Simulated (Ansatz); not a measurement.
# CH6ClFGeSi: small, medium and large basis sets

How large a basis does CH6ClFGeSi need? Two functionals are run in growing sets.

Computed with Ansatz 0.2.0, Gaussian basis. Level: one geometry, several basis sets.

The runs, in order: PBE0-D4/def2-SVP; ωB97M-V/def2-SVP; PBE0-D4/def2-QZVPP; ωB97M-V/def2-QZVPP; the functionals' def2-TZVPP values are taken from earlier runs.

## Step 1: The relaxed structure

All runs share one geometry, relaxed beforehand with PBE0-D4 in a triple-zeta def2 set.

SMILES `[CH3][Ge]([F])([SiH3])[Cl]`, 11 atoms, charge 0, spin multiplicity 1.

Atoms are counted from 1 here; the program's logs count them from 0.

Bond lengths: C1–Ge2 1.935 Å, C1–H6 1.090 Å, C1–H7 1.090 Å, C1–H8 1.091 Å, Ge2–F3 1.745 Å, Ge2–Si4 2.387 Å, Ge2–Cl5 2.159 Å, Si4–H9 1.485 Å, Si4–H10 1.482 Å, Si4–H11 1.485 Å. Angles: Ge2–C1–H6 108.6°, Ge2–C1–H7 110.1°, Ge2–C1–H8 109.8°, H6–C1–H7 109.3°, H6–C1–H8 109.4°, H7–C1–H8 109.5°, C1–Ge2–F3 106.0°, C1–Ge2–Si4 121.8°, C1–Ge2–Cl5 108.0°, F3–Ge2–Si4 107.1°, F3–Ge2–Cl5 104.8°, Si4–Ge2–Cl5 107.8°, Ge2–Si4–H9 108.2°, Ge2–Si4–H10 108.5°, Ge2–Si4–H11 109.2°, H9–Si4–H10 110.5°, H9–Si4–H11 109.8°, H10–Si4–H11 110.6°.

## Step 2: PBE0-D4 in def2-SVP

File in.yaml:

```yaml
crystal:
  periodic: [false, false, false]
  atoms:
    - {symbol: C, position_ang: [0.147476, -1.074356, 1.541034]}
    - {symbol: Ge, position_ang: [0.683237, 0.023550, 0.040661]}
    - {symbol: F, position_ang: [1.826010, -0.929560, -0.870661]}
    - {symbol: Si, position_ang: [-0.906125, 0.890601, -1.514936]}
    - {symbol: Cl, position_ang: [1.833385, 1.683194, 0.805740]}
    - {symbol: H, position_ang: [1.040516, -1.373663, 2.090418]}
    - {symbol: H, position_ang: [-0.510597, -0.509651, 2.202140]}
    - {symbol: H, position_ang: [-0.372745, -1.963250, 1.181707]}
    - {symbol: H, position_ang: [-1.844120, 1.772201, -0.775027]}
    - {symbol: H, position_ang: [-0.177600, 1.659834, -2.551357]}
    - {symbol: H, position_ang: [-1.654138, -0.236001, -2.128920]}
basis:
  gaussian: {orbitals: def2-SVP}
hamiltonian: {xc: pbe0, dispersion: d4}
output: {orbitals: {seedname: orbitals}}
```

Started as:

```
$ ansatz run in.yaml --threads 2 --pin off --events-out ev --progress --plain --max-ram 31744MiB --backend cpu
```

The runs that follow: ωB97M-V in def2-SVP; PBE0-D4 in def2-QZVPP; ωB97M-V in def2-QZVPP.

Before running them: what should the planned runs give, taken together? Wanted: PBE0-D4: double and triple zeta above quadruple; ωB97M-V: double and triple zeta above quadruple.

As calculated:

```
                                       quantity           value
PBE0-D4: double and triple zeta above quadruple  21.01, 2.08 eV
ωB97M-V: double and triple zeta above quadruple  21.06, 2.00 eV
```

In words: PBE0-D4 gains 18.93 eV from double to triple zeta, then 2.08 eV more. These are total energies; as a rule much of such shifts cancels in differences, which this series doesn't test. The LUMO of ωB97M-V is positive and keeps falling with the basis (1.79 to 1.15 eV): an unbound level that the basis holds in place.
